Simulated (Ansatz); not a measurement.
Consider a frozen displacement of one atom of Pb, space group Fd-3m (Ansatz 0.2.0, Python API).

`pb.extxyz`
```text
2
Lattice="0.0 3.43900006 3.43900006 3.43900006 0.0 3.43900006 3.43900006 3.43900006 0.0" Properties=species:S:1:pos:R:3 pbc="T T T"
Pb    3.43900006    3.43900006    3.43900006
Pb    5.15850008    5.15850008    5.15850008
```

`pb_push.py`
```python
"""Energy and force of Pb as one atom is pushed off its site."""

import ansatz as az
import numpy as np

FUNCTIONAL = "r2scan"
MESH = (7, 7, 7)
OCCUPATIONS = "fermi_dirac"
SIGMA = 0.02
EXTRA_BANDS = 12


def main() -> None:
    structure = az.Crystal.from_extxyz("pb.extxyz")

    inverse = np.linalg.inv(np.array(structure.lattice.vectors))
    home = np.array(structure.sites[0].position)
    values = np.linspace(-0.05, 0.05, 5)
    energies, pulls = [], []
    for shift in values:
        moved = structure.move(0, to=home + shift * inverse[0])
        calculation = (
            moved.calculation()
            .functional(FUNCTIONAL)
            .basis(23 * az.Ry)
            .accuracy("medium")
            .kpoints(*MESH)
            .occupations(OCCUPATIONS, width=SIGMA)
            .eigensolver("davidson")
            .scf(extra_bands=EXTRA_BANDS)
            .forces()
        )
        data = calculation.run().report
        energies.append(data["free_energy_ev"])
        pulls.append(data["forces_ev_ang"][0][0])

    # the force is minus the slope of the free energy
    print("shift (A)   dE (eV)   force along x (eV/A)")
    for shift, e, f in zip(values, energies, pulls):
        print(f"{shift:8.3f} {e - energies[2]:10.5f} {f:12.4f}")
    print(f"stiffness from energies {2 * np.polyfit(values, energies, 2)[0]:.3f}, from forces {-np.polyfit(values, pulls, 1)[0]:.3f} eV/A^2")


if __name__ == "__main__":
    main()
```

How stiff is this displacement, and do energies and forces agree?

The curvature of the energy gives 4.376 eV/Å² and the slope of the force 4.463 eV/Å², a positive curvature.

The output:

```console
$ python pb_push.py
DeckWarning: basis.ecutwfc = 312.930941828862 eV is below the records' recommended 500 eV, and the density's cutoff is lower with it unless basis.ecutrho_ratio is high enough to keep the records' density cutoff: compare with a run at a higher cutoff
shift (A)   dE (eV)   force along x (eV/A)
  -0.050    0.00548       0.2244
  -0.025    0.00139       0.1090
   0.000    0.00000       0.0000
   0.025    0.00139      -0.1090
   0.050    0.00548      -0.2244
stiffness from energies 4.376, from forces 4.463 eV/A^2
```
(Warnings from the package without file and line.)

These settings explore the input space; cutoff and mesh may be short of convergence. The cutoff lies under the one recommended for these potentials. For a metal this k-point mesh is coarse: on a finer one energies can move by several to tens of meV an atom and pressures by half a GPa or more, differences at one mesh by less. In a metal a curvature from energy changes of a few meV or less hangs on mesh and smearing, in size and even in sign. Spin-orbit coupling, which matters for elements this heavy, is left out. This isn't the structure that Pb takes at ambient conditions. All periodic images of the atom move with it, so the curvature is one diagonal element of the zone-centre force constants and no normal mode; a positive value doesn't exclude soft modes in which several atoms move. Run time: 65 s on 1 thread of Arm Neoverse N1, with other jobs on the host, peak memory 0.52 GiB.

(Lines on the test bed's own set-up are left out of the output.)
